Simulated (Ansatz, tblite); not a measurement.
# SnH(OMe)3 (C3H10O3Sn): charged states by level of theory

Aim: the energy of removing an electron for SnH(OMe)3 (C3H10O3Sn), by energy differences, and how well orbital energies stand in for it.

Program: Ansatz 0.2.0, Gaussian basis. Level of theory: as each input shows. These are calculated values, not measurements.

Plan: charge +1 doublet, at the geometry of the singlet (PBE0-D4/def2-TZVP, PBE-D4/def2-TZVP, LC-ωPBE/def2-TZVP); the starting singlet's energies come from earlier runs.

3 further runs of the same task are left out: 3 set aside as unsound or not needed.

## (1) The structure

The geometry is that of the singlet, from an earlier relaxation (PBE-D4/def2-SVP).

17 atoms, charge 0, spin multiplicity 1.

Atoms are counted from 1 here; the program's logs count them from 0.

Bond lengths: Sn1–H2 1.713 Å, Sn1–O3 2.010 Å, Sn1–O8 2.010 Å, Sn1–O13 2.010 Å, O3–C4 1.418 Å, C4–H5 1.112 Å, C4–H6 1.117 Å, C4–H7 1.115 Å, O8–C9 1.418 Å, C9–H10 1.112 Å, C9–H11 1.117 Å, C9–H12 1.115 Å, O13–C14 1.418 Å, C14–H15 1.112 Å, C14–H16 1.117 Å, C14–H17 1.115 Å. Angles: H2–Sn1–O3 111.4°, H2–Sn1–O8 111.2°, H2–Sn1–O13 111.3°, O3–Sn1–O8 107.6°, O3–Sn1–O13 107.4°, O8–Sn1–O13 107.7°, Sn1–O3–C4 118.9°, O3–C4–H5 108.2°, O3–C4–H6 112.5°, O3–C4–H7 113.3°, H5–C4–H6 107.4°, H5–C4–H7 107.6°, H6–C4–H7 107.6°, Sn1–O8–C9 118.9°, O8–C9–H10 108.2°, O8–C9–H11 112.5°, O8–C9–H12 113.3°, H10–C9–H11 107.4° and more.

As a file:

```xyz
17
C3H10O3Sn
Sn   -0.01397    0.00900    1.58377
H    -0.03224    0.01131    3.29662
O     1.83195   -0.34312    0.87052
C     1.97280   -1.07793   -0.33449
H     3.01285   -1.46835   -0.38386
H     1.81066   -0.44636   -1.24131
H     1.28198   -1.95009   -0.40282
O    -0.62312    1.77712    0.84791
C    -0.06356    2.24242   -0.36934
H    -0.23835    3.33868   -0.43546
H    -0.53950    1.77445   -1.26492
H     1.03564    2.07172   -0.44318
O    -1.22689   -1.41295    0.84363
C    -1.89919   -1.16930   -0.38098
H    -2.74098   -1.89116   -0.46395
H    -1.24041   -1.32288   -1.26989
H    -2.32771   -0.14258   -0.45225
```

Sn takes a core potential in the def2 sets. No spin-orbit coupling is included.

## (2) Charge +1 doublet at the fixed geometry, PBE0-D4/def2-TZVP

in.yaml

```yaml
crystal:
  periodic: [false, false, false]
  atoms:
    - {symbol: Sn, position_ang: [-0.013971, 0.008997, 1.583772]}
    - {symbol: H, position_ang: [-0.032237, 0.011312, 3.296620]}
    - {symbol: O, position_ang: [1.831954, -0.343120, 0.870519]}
    - {symbol: C, position_ang: [1.972798, -1.077927, -0.334487]}
    - {symbol: H, position_ang: [3.012852, -1.468348, -0.383859]}
    - {symbol: H, position_ang: [1.810662, -0.446359, -1.241310]}
    - {symbol: H, position_ang: [1.281984, -1.950090, -0.402822]}
    - {symbol: O, position_ang: [-0.623116, 1.777117, 0.847911]}
    - {symbol: C, position_ang: [-0.063557, 2.242416, -0.369336]}
    - {symbol: H, position_ang: [-0.238345, 3.338684, -0.435461]}
    - {symbol: H, position_ang: [-0.539504, 1.774453, -1.264923]}
    - {symbol: H, position_ang: [1.035644, 2.071719, -0.443178]}
    - {symbol: O, position_ang: [-1.226886, -1.412950, 0.843630]}
    - {symbol: C, position_ang: [-1.899194, -1.169298, -0.380980]}
    - {symbol: H, position_ang: [-2.740983, -1.891163, -0.463947]}
    - {symbol: H, position_ang: [-1.240408, -1.322880, -1.269895]}
    - {symbol: H, position_ang: [-2.327714, -0.142584, -0.452253]}
basis:
  gaussian: {orbitals: def2-TZVP}
total_charge: 1
magnetization: {spin_polarized: true, initial_magnetization: 1}
hamiltonian: {xc: pbe0, dispersion: d4}
scf: {omitted_lower_state_checks: [starts]}
output: {orbitals: {seedname: orbitals}}
```

On the command line:

```console
> ansatz run in.yaml --threads 4 --pin off --events-out ev --progress --plain --max-ram 4787MiB
```

Output:

```text
Functional definition: PBE0
  name "PBE0"
  cite "Adamo & Barone, J. Chem. Phys. 110, 6158 (1999) doi:10.1063/1.478522"
  cite "Perdew, Burke & Ernzerhof, Phys. Rev. Lett. 77, 3865 (1996) doi:10.1103/PhysRevLett.77.3865"
  parent pbe
  parameter a = 0.25
  parameter kappa = 0.804
  parameter beta = 0.06672455060314922
  exchange = (1 - a)*pbe_x(kappa = kappa, mu = beta*pi^2/3) + a*exact_x
  correlation = pbe_c(beta = beta)
these checks for a lower state are left out or cut short: starts
1894 factors; their error is unknown
mean field evaluation 1: about -15200.7211 eV, gradient 8.2e1 eV
mean field evaluation 2: about -15052.4781 eV, gradient 1.9e2 eV
mean field evaluation 4: about -15224.1400 eV, gradient 3.7e1 eV
mean field evaluation 8: about -15230.2047 eV, gradient 2.8e0 eV
mean field evaluation 16: about -15230.3185 eV, gradient 6.8e-2 eV
mean field evaluation 32: about -15230.3194 eV, gradient 9.4e-6 eV
mean field -15230.31943576 eV, -559.7039157827 hartree, gradient 9.4e-6 eV, S^2 0.759563; 0 other end points of the search recorded, 0 dependent functions left out
reference -15230.31947516 eV, -559.7039172309 hartree; 37, 36 occupied and 259, 260 virtual orbitals, 1894 factors
Total energy: -15230.62271125 eV, -559.7150609515 hartree
Checks for a lower state left out: starts
```

It took 2 min on 4 threads of Intel Xeon at 2.70GHz, shared host; peak memory 1.3 GiB.

HOMO -12.49 eV, LUMO -11.37 eV (over both spins); ⟨S²⟩ 0.760 (pure: 0.75).

## (3) Charge +1 doublet at the fixed geometry, PBE-D4/def2-TZVP

start.molden holds the orbitals of an earlier run on this state, given as this run's starting guess.

Edit in.yaml of step 2 so:

```diff
@@ -21,6 +21,6 @@
 basis:
-  gaussian: {orbitals: def2-TZVP}
+  gaussian: {orbitals: def2-TZVP, initial_orbitals: start.molden}
 total_charge: 1
 magnetization: {spin_polarized: true, initial_magnetization: 1}
-hamiltonian: {xc: pbe0, dispersion: d4}
+hamiltonian: {xc: pbe, dispersion: d4}
 scf: {omitted_lower_state_checks: [starts]}
```

Launched as before.

Output:

```text
Functional definition: PBE
  name "PBE"
  cite "Perdew, Burke & Ernzerhof, Phys. Rev. Lett. 77, 3865 (1996) doi:10.1103/PhysRevLett.77.3865"
  parent pbe
  parameter kappa = 0.804
  parameter beta = 0.06672455060314922
  exchange = pbe_x(kappa = kappa, mu = beta*pi^2/3)
  correlation = pbe_c(beta = beta)
these checks for a lower state are left out or cut short: starts
1821 factors; their error is unknown
mean field evaluation 1: about -15230.3624 eV, gradient 8.4e0 eV
mean field evaluation 2: about -15230.5683 eV, gradient 2.5e-1 eV
mean field evaluation 4: about -15230.5257 eV, gradient 1.0e-2 eV
mean field evaluation 8: about -15230.5257 eV, gradient 2.2e-5 eV
mean field evaluation 16: about -15230.5257 eV, gradient 6.0e-6 eV
mean field -15230.52573690 eV, -559.7114972100 hartree, gradient 6.0e-6 eV, S^2 0.752535; 0 other end points of the search recorded, 0 dependent functions left out
reference -15230.52579082 eV, -559.7114991914 hartree; 37, 36 occupied and 259, 260 virtual orbitals, 1821 factors
Total energy: -15230.87695470 eV, -559.7244042259 hartree
Checks for a lower state left out: starts
```

It took 12 s on 4 threads of Intel Xeon at 2.70GHz, shared host.

HOMO -11.49 eV, LUMO -11.51 eV (over both spins; with the spin held, an empty level of the minority spin lies below the top filled one); ⟨S²⟩ 0.753 (pure: 0.75).

## (4) Charge +1 doublet at the fixed geometry, LC-ωPBE/def2-TZVP

Edit in.yaml of step 3 so:

```diff
@@ -24,3 +24,3 @@
 magnetization: {spin_polarized: true, initial_magnetization: 1}
-hamiltonian: {xc: pbe, dispersion: d4}
+hamiltonian: {xc: {name: LC-wPBE}}
 scf: {omitted_lower_state_checks: [starts]}
```

Launched as before.

Output:

```text
Functional definition: LC-wPBE
  name "LC-wPBE"
  cite "Vydrov & Scuseria, J. Chem. Phys. 125, 234109 (2006) doi:10.1063/1.2409292"
  cite "Heyd & Scuseria, J. Chem. Phys. 120, 7274 (2004) doi:10.1063/1.1668634"
  cite "Ernzerhof & Perdew, J. Chem. Phys. 109, 3313 (1998) doi:10.1063/1.476928"
  cite "Perdew, Burke & Ernzerhof, Phys. Rev. Lett. 77, 3865 (1996) doi:10.1103/PhysRevLett.77.3865"
  parent pbe
  parameter omega = 0.4/bohr
  exchange = pbe_x_sr(omega) + exact_x_lr(omega)
  correlation = pbe_c
these checks for a lower state are left out or cut short: starts
1821 factors; their error is unknown
620 factors; integrals over basis functions are off by at most 1.3e-5 eV
mean field evaluation 1: about -15235.2868 eV, gradient 7.5e0 eV
mean field evaluation 2: about -15235.4619 eV, gradient 2.9e-1 eV
mean field evaluation 4: about -15235.5797 eV, gradient 2.2e0 eV
mean field evaluation 8: about -15235.7691 eV, gradient 1.3e-1 eV
mean field evaluation 16: about -15235.7692 eV, gradient 1.7e-5 eV
mean field -15235.76923710 eV, -559.9041922880 hartree, gradient 1.7e-5 eV, S^2 0.757045; 0 other end points of the search recorded, 0 dependent functions left out
reference -15235.76923711 eV, -559.9041922883 hartree; 37, 36 occupied and 259, 260 virtual orbitals, 1821 factors
Total energy: -15235.76923711 eV, -559.9041922883 hartree
Checks for a lower state left out: starts
```

Run time: 35 s. Hardware: 4 threads of Intel Xeon at 2.70GHz, shared host; peak memory 1.7 GiB.

From the report: HOMO -14.99 eV, LUMO -9.59 eV (over both spins); ⟨S²⟩ 0.757 (pure: 0.75).

## (5) Vertical ionisation energy

Charged state less starting state, singlet to doublet; the starting state's energies are those of its earlier runs.

```
            level  vertical ionisation energy (eV)     time
 PBE-D4/def2-TZVP                            +8.94     16 s
PBE0-D4/def2-TZVP                            +9.65  2.1 min
LC-ωPBE/def2-TZVP                           +10.15     42 s
```

Times add the two runs; a level without a time comes out of a correlated run.

Beside −ε(HOMO) of the starting state:

```
            level  −ε(HOMO) (eV)  by difference (eV)  mismatch (eV)
 PBE-D4/def2-TZVP           6.26                8.94          -2.68
PBE0-D4/def2-TZVP           7.82                9.65          -1.84
LC-ωPBE/def2-TZVP          10.59               10.15          +0.44
```

## (6) Summary of results

```
                                            quantity                                value
vertical ionisation energy, functionals in def2-TZVP  8.94 (PBE-D4) to 10.15 eV (LC-ωPBE)
```

**Reading.** The vertical ionisation energy spans 8.94 to 10.15 eV over the functionals. −ε(HOMO) misses the level's own difference by +0.44 eV at best (LC-ωPBE) and -2.68 eV at worst (PBE-D4).
